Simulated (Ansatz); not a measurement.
**C2H9AlOSi: molecular dynamics**

The plan is to follow the molecule's vibrations and see whether its bonds hold. The start is relaxed first. Runs: 500 steps of 0.5 fs under a Nosé-Hoover thermostat, set from 300 K to 75 K by a schedule. SMILES of the start: [CH3][AlH][CH](O)[SiH3].

Program: Ansatz 0.2.0. Level of theory: RKS B3LYP-D4/STO-3G. These are calculated values, not measurements.

**1. The structure to begin with**

Bond lengths: C1–Al2 1.924 Å, Al2–C3 1.974 Å, C3–O4 1.377 Å, C3–Si5 1.890 Å, C1–H6 1.142 Å, C1–H7 1.123 Å, C1–H8 1.104 Å, Al2–H9 1.553 Å, C3–H10 1.124 Å, O4–H11 1.038 Å, Si5–H12 1.445 Å, Si5–H13 1.527 Å, Si5–H14 1.474 Å. Angles (14 of 22 angles, heavy atoms first): C1–Al2–C3 118.8°, Al2–C3–O4 116.1°, Al2–C3–Si5 110.4°, O4–C3–Si5 108.5°, C1–Al2–H9 121.3°, C3–Al2–H9 119.9°, Al2–C1–H6 113.3°, Al2–C1–H7 111.5°, Al2–C1–H8 112.6°, Al2–C3–H10 109.8°, O4–C3–H10 105.3°, Si5–C3–H10 106.1°, C3–O4–H11 107.6°, C3–Si5–H12 111.0°.

As a file:

```xyz
14

C    -1.9691    0.5510   -0.8327
Al   -0.7309   -0.9204   -0.7822
C     0.7083   -0.9065    0.5685
O     0.3046   -0.9136    1.8846
Si    1.8509    0.5748    0.3006
H    -1.4670    1.5560   -1.0352
H    -2.7243    0.4261   -1.6547
H    -2.5109    0.6835    0.1198
H    -0.8475   -2.1073   -1.7766
H     1.3505   -1.8218    0.4494
H    -0.3393   -0.1111    2.0187
H     2.4312    0.5501   -1.0228
H     1.0147    1.8404    0.4720
H     2.9157    0.5695    1.3193
```

**2. Relaxing the start**

Contents of input.yaml:

```yaml
crystal:
  periodic: [false, false, false]
  atoms:
    - { symbol: C, position_ang: [-1.9691, 0.551, -0.8327] }
    - { symbol: Al, position_ang: [-0.7309, -0.9204, -0.7822] }
    - { symbol: C, position_ang: [0.7083, -0.9065, 0.5685] }
    - { symbol: O, position_ang: [0.3046, -0.9136, 1.8846] }
    - { symbol: Si, position_ang: [1.8509, 0.5748, 0.3006] }
    - { symbol: H, position_ang: [-1.467, 1.556, -1.0352] }
    - { symbol: H, position_ang: [-2.7243, 0.4261, -1.6547] }
    - { symbol: H, position_ang: [-2.5109, 0.6835, 0.1198] }
    - { symbol: H, position_ang: [-0.8475, -2.1073, -1.7766] }
    - { symbol: H, position_ang: [1.3505, -1.8218, 0.4494] }
    - { symbol: H, position_ang: [-0.3393, -0.1111, 2.0187] }
    - { symbol: H, position_ang: [2.4312, 0.5501, -1.0228] }
    - { symbol: H, position_ang: [1.0147, 1.8404, 0.472] }
    - { symbol: H, position_ang: [2.9157, 0.5695, 1.3193] }
basis:
  gaussian: { orbitals: STO-3G }
hamiltonian:
  xc: b3lyp
  dispersion: d4
relax:
  f_tol: 0.02
  max_steps: 40
scf:
  lower_state_search: "off"
```

Launch:

```bash
$ ansatz run input.yaml --threads 1 --pin off --max-ram 2048MiB --backend cpu --events-out ev --progress --plain --runs-dir out
```

Further steps of the session: The run.

What does the calculation give? Wanted: relaxation of the start; temperature, first and last step; temperature, second half; potential energy, second half; largest change of the conserved energy; bonds formed or broken.

As calculated:

```
                              quantity                          value
               relaxation of the start       14 moves, 0.582 eV lower
                                length            500 steps of 0.5 fs
      temperature, first and last step                  300 and 192 K
              temperature, second half  mean 218 K, from 134 to 311 K
         potential energy, second half    +23 meV/atom from the start
largest change of the conserved energy                  0.40 meV/atom
                bonds formed or broken                              0
```

In words: Under a schedule from 300 to 75 K over 250 fs, the atoms average 213 K over the last tenth of the run. Such a rate, of order 10^15 K/s, is far beyond any furnace or quench, and the atoms lag the set-point. The conserved energy strays from its start by at most 0.40 meV/atom, 1.9 % of the mean kinetic energy, so a step of 0.5 fs is short enough over this time. No bond forms or breaks. A run of 250 fs with 14 atoms shows the motion but fixes no equilibrium value. The nuclei move classically, without zero-point motion, which matters most for hydrogen. In so small a basis the energies are only a sketch.
